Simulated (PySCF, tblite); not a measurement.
**C₇H₁₀O₄: geometry, infrared bands and NMR shifts**

What infrared bands and NMR shifts should C₇H₁₀O₄ (`C=CCOC(=O)[C@@H](C)OC=O`) show?

Programs: tblite 0.8.0 and PySCF 2.14.0, with density-fitted response routines of our own. Each step states its level of theory. These are calculated values for one molecule in the gas phase, unless marked as measured. Atoms count from 0, in the outputs and in this text.

## Step 1: Starting geometry

21 atoms, charge 0, multiplicity 1; geometry from: force field or distance geometry start.

Bonds of the start (Å): C0–C1 1.34, C1–C2 1.47, C2–O3 1.42, O3–C4 1.40, C4–O5 1.27, C4–C6 1.49, C6–C7 1.53, C6–O8 1.43, O8–C9 1.40, C9–O10 1.26, C0–H11 1.09, C0–H12 1.09, C1–H13 1.09, C2–H14 1.12, C2–H15 1.13, C6–H16 1.10, C7–H17 1.11, C7–H18 1.09, C7–H19 1.11, C9–H20 1.08.

## Step 2: Optimising the geometry with GFN2-xTB

What the job is given:

```
{"job": {"kind": "relax", "xc": "GFN2-xTB", "basis": "xTB"}, "charge": 0, "multiplicity": 1}
C      4.119400    -0.146100     0.423300
C      2.998600    -0.822800     0.717100
C      1.814900    -0.039700     1.104100
O      0.710300    -0.249800     0.236500
C     -0.499500     0.413400     0.469600
O     -0.636000     1.231900     1.426500
C     -1.596000     0.124400    -0.491400
C     -1.959500    -1.352200    -0.324200
O     -2.763500     0.872500    -0.145500
C     -3.359700     1.687500    -1.109500
O     -2.889400     1.775400    -2.273600
H      5.003600    -0.723000     0.146500
H      4.112700     0.947600     0.465200
H      3.029400    -1.910600     0.684900
H      2.075000     1.044900     1.048900
H      1.562600    -0.242800     2.182900
H     -1.323300     0.320900    -1.535800
H     -2.358700    -1.768800    -1.273500
H     -1.053100    -1.901200    -0.076800
H     -2.759800    -1.486100     0.438700
H     -4.236800     2.241600    -0.804900
```

Started as:

```bash
$ OMP_NUM_THREADS=1 python probes_run.py task.json out
```

The driver reads the jobs from task.json and runs them one after another.

**Question.** This job is followed by: GFN2-xTB harmonic vibrations, gas phase; GIAO PBE0/pcSseg-1 NMR shielding, non-relativistic, gas phase. Predict these results of the whole session: strongest single infrared mode (GFN2-xTB); zero-point energy (GFN2-xTB); 13C shifts against TMS (PBE0/pcSseg-1); 1H shifts against TMS (PBE0/pcSseg-1, means over atoms taken as alike); 17O shifts against H2O (PBE0/pcSseg-1).

The runs gave:

```
                                                              quantity                                               value
                             strongest single infrared mode (GFN2-xTB)                               1780 cm⁻¹, 543 km/mol
                                          zero-point energy (GFN2-xTB)                                      100.7 kcal/mol
                                13C shifts against TMS (PBE0/pcSseg-1)    177.8, 165.8, 143.9, 124.1, 75.2, 68.9, 18.9 ppm
1H shifts against TMS (PBE0/pcSseg-1, means over atoms taken as alike)  8.06, 6.13, 5.96, 5.66, 5.57, 4.68, 4.20, 1.57 ppm
                                17O shifts against H2O (PBE0/pcSseg-1)                      452.8, 402.4, 235.3, 208.9 ppm
```

**Reading.** The optimisation took 175 steps and gained 1.027 eV; among the close pairs (by a distance rule), O8–C9 changed most, from 1.396 to 1.320 Å. No mode is imaginary among the 57: a minimum at this level. The strongest single mode, at 1780 cm⁻¹, is spread over several atoms, C9, O10, C4, O5 among them. GFN2-xTB is a fitted tight-binding method: band positions and strengths are rough. Its intensities can rank the bands wrongly.
